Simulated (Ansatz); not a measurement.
CaSi2Sb2:

```xyz
5
Lattice="4.9974 0.0000 0.0000 -2.4987 4.3279 0.0000 0.0000 0.0000 5.8617" Properties=species:S:1:pos:R:3 pbc="T T T"
Ca    0.0000    0.0000    0.0000
Si    0.0000    2.8853    1.5034
Si    2.4987    1.4426    4.3583
Sb    0.0000    2.8853    4.2345
Sb    2.4987    1.4426    1.6272
```

The cell was built by a generator and needn't be a form met in nature.

Program: Ansatz 0.2.0. Alike in all runs: task band structure; potentials or basis Ansatz PAW; no spin polarisation; cell as given; k mesh 5 × 5 × 4; smearing fermi-dirac 0.05 eV.

Task: Order these runs on this cell by their pressure, lowest first.
A. level BLYP; cutoff (eV) 420
B. level LDA; cutoff (eV) 420
C. level revPBE; cutoff (eV) 420
D. level r2SCAN; cutoff (eV) 500

Result: B (-3.5 GPa), D (-0.8 GPa), C (1.0 GPa), A (3.9 GPa).

Caveats: the PAW data sets come from PBE, with cores solved anew for the run's functional, which leaves a small shift of forces and pressure; the potentials were made for another functional, which shifts forces and pressure (some runs).

Not every run made on this cell is shown here.
